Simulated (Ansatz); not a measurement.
**C₃K radical: geometry and frequencies at several levels**

One table from this session's results is given with a row withheld; the runs are named, their logs left out.

Computed with Ansatz 0.2.0 (the levels named in each step, unless a step's input says otherwise).

## The structure to begin with

Bond lengths: C1–C2 1.287 Å, C2–C3 1.302 Å, C1–K4 2.532 Å, C2–K4 2.769 Å. Angles: C1–C2–C3 176.2°, C1–C2–K4 65.9°, C3–C2–K4 117.9°, C2–C1–K4 86.5°, C1–K4–C2 27.6°.

Structure file:

```xyz
4

C     0.2728    1.4096   -0.3497
C    -0.0907    0.6082   -1.2884
C    -0.4527   -0.1365   -2.2929
K     0.0831   -0.5779    1.2076
```

Set-up of the first run:

Input file input.yaml:

```yaml
crystal:
  periodic: [false, false, false]
  atoms:
    - { symbol: C, position_ang: [0.27282, 1.40958, -0.34966] }
    - { symbol: C, position_ang: [-0.09071, 0.60818, -1.2884] }
    - { symbol: C, position_ang: [-0.45274, -0.13654, -2.29292] }
    - { symbol: K, position_ang: [0.08314, -0.5779, 1.20757] }
magnetization:
  spin_polarized: true
  initial_magnetization: 1
basis:
  gaussian: { orbitals: def2-SVP }
hamiltonian:
  xc: pbe
  dispersion: d4
relax:
  f_tol: 0.03
  max_steps: 200
```

Command:

```bash
> ansatz run input.yaml --threads 2 --pin off --max-ram 5120MiB --backend cpu --events-out ev --progress --plain --runs-dir out
```

Steps of the session up to this table: A rough first relaxation, PBE-D4/def2-SVP; Relaxation, HF/STO-3G; Frequencies, HF/STO-3G; Relaxation, HF/def2-SVP; Frequencies, HF/def2-SVP; Relaxation, LDA/def2-SVP; Frequencies, LDA/def2-SVP; Relaxation, PBE-D4/def2-SVP; Frequencies, PBE-D4/def2-SVP.

One of the session's tables, all rows but one given; the rest of the session is left out.

It belongs to the step «Geometries side by side». 

| level | C1–C2 (Å) | C1–K4 (Å) | C2–C3 (Å) | dipole (D) | highest frequency (cm⁻¹) |
| --- | --- | --- | --- | --- | --- |
| HF/STO-3G | 1.3082 | 2.7720 | 1.3082 | 8.60 | 1608 |
| HF/def2-SVP | 1.3017 | 2.9706 | 1.3017 | 10.51 | 1754 |
| LDA/def2-SVP | ? | ? | ? | ? | ? |
| PBE-D4/def2-SVP | 1.3222 | 2.8784 | 1.3222 | 9.35 | 1758 |

Q: Estimate the row for LDA/def2-SVP from the others.

**Answer.** C1–C2 (Å): 1.3127; C1–K4 (Å): 2.8014; C2–C3 (Å): 1.3127; dipole (D): 8.87; highest frequency (cm⁻¹): 1819. In the column «C1–C2 (Å)» it lies between HF/STO-3G (1.3082) and PBE-D4/def2-SVP (1.3222).
